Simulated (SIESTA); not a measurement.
Bi4Te3 (Pilsenite):

```
CELL_PARAMETERS angstrom
2.22550 1.28489 13.96267
-2.22550 1.28489 13.96267
0.00000 -2.56979 13.96267
ATOMIC_POSITIONS crystal
Bi 0.85400 0.85400 0.85400
Bi 0.14600 0.14600 0.14600
Bi 0.28283 0.28283 0.28283
Bi 0.71717 0.71717 0.71717
Te 0.57397 0.57397 0.57397
Te 0.42603 0.42603 0.42603
Te 0.00000 0.00000 0.00000
```

| Quantity | Value |
| --- | --- |
| Program | SIESTA 5.4.2 |
| Task | single point |
| Functional | PBEsol |
| Potentials or basis | PseudoDojo 0.4 standard (PBEsol files) |
| Basis | DZP (energy shift 0.003 Ry; two zetas on semicore shells) |
| Grid cutoff | 500 Ry |
| Energy shift | 0.003 Ry |
| k mesh | 7 × 7 × 7 |
| Occupations | fermi-dirac, width 0.05 eV |
| Spin | no spin polarisation |

On this cell: pressure -0.8 GPa; largest force 0.330 eV/Å; band gap on the k mesh 0.19 eV, indirect (least direct gap 0.28 eV).

The same run follows on a disturbed copy (atoms moved at random, drawn with an rms of 0.05 Å):

```
Bi Te
1.0
     2.22550    1.28489   13.96267
    -2.22550    1.28489   13.96267
     0.00000   -2.56979   13.96267
Bi Te
4 3
Direct
  0.86351 0.84595 0.85215
  0.14669 0.14600 0.14314
  0.27412 0.29048 0.28369
  0.71940 0.72333 0.70872
  0.58049 0.56709 0.57337
  0.42990 0.42701 0.42136
  0.00035 0.00203 0.99742
```

What does the disturbed cell give?

The energy moves by +3.5 meV/atom; pressure -0.9 GPa; largest force 0.498 eV/Å; band gap on the k mesh 0.18 eV, indirect (least direct gap 0.29 eV).

Forces in eV/Å, atoms in the order of the input:
```
Bi  -0.153  0.004 -0.433
Bi   0.152 -0.002  0.474
Bi   0.163  0.036  0.309
Bi   0.001 -0.047 -0.333
Te  -0.170 -0.011  0.305
Te  -0.019  0.020 -0.319
Te   0.026  0.001 -0.002
```

Stress tensor (GPa, compression positive):
```
-0.53  0.00  0.00
 0.00 -0.57  0.04
 0.00  0.04 -1.53
```

Caveats: spin-orbit coupling is left out, which as a rule narrows the gap of such compounds by several tenths of an eV; an odd mesh through Γ misses points on the zone boundary, where band edges often lie; the basis of atomic orbitals isn't converged, which shifts pressures, moduli and gaps.
